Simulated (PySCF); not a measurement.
# CeFO (Ce(O)(F)-): the cost of one run

Program: PySCF 2.14.0. Level of theory: several levels, as the steps say, no spin–orbit coupling. These are calculated values, not measurements.

1 further run of the same task is left out (for a known fault of the program).

### 1 Starting geometry

3 atoms, charge -1, spin multiplicity 1.

Bond lengths: Ce1–O2 2.059 Å, Ce1–F3 2.304 Å. Angles: O2–Ce1–F3 115.8°.

As a file:

```xyz
3
CeFO
Ce    0.0443    0.0000   -0.3615
O     1.7790    0.0000    0.7468
F    -1.9183    0.0000    0.8450
```

Formal oxidation states: Ce +2. Each metal's 2 4f electrons lie in its core potential, so multiplicities, spins and levels count the valence alone. For divalent La, Ce, Gd or Lu the extra electron is normally 5d or 6s, so this core forces an excited configuration. An earlier session relaxed this geometry at PBE0, Ce lcecp-0-SVP with ECP48, O def2-SVP, F def2-SVP (singlet, point group Cs).

At PBE0 on the finer grid: E = -201.469612 Eh, frontier levels not given, since the 4f levels lie in the core, Mulliken charge on Ce1 +0.26 e, largest force component 0.020 eV/Å. The highest filled level lies above zero; it isn't the detachment energy.

Levels to run: M06-L; TPSS; PBE0, TZVP. Hardware: 2 threads of Arm Neoverse V1, shared host.

### 2 M06-L

The input, run.py (the lines that set the calculation):

```python
mol = gto.M(atom='''
Ce     0.04426     0.00000    -0.36152
O      1.77901     0.00000     0.74682
F     -1.91834     0.00000     0.84501''',
    basis={'Ce': 'lcecp-0-SVP', 'O': 'def2-SVP', 'F': 'def2-SVP'},
    ecp={'Ce': 'lcecp-0-SVP'},
    charge=-1, spin=0)
mf = dft.RKS(mol, xc='M06L')
mf.grids.atom_grid = (75, 302)  # f atoms: unpruned, at least (60, 302)
mf = mf.density_fit()  # fitting sets: Ce AutoAux, O def2-universal-JKFIT, F def2-universal-JKFIT
mf.conv_tol = 1e-08; mf.max_cycle = 55
mf.kernel(dm0)  # dm0: the density of the relaxed state
```

Run with:

```bash
> OMP_NUM_THREADS=2 python run.py
```

**Question.** How long does this run take on 2 threads of Arm Neoverse V1, shared host?

About 2.5 s.
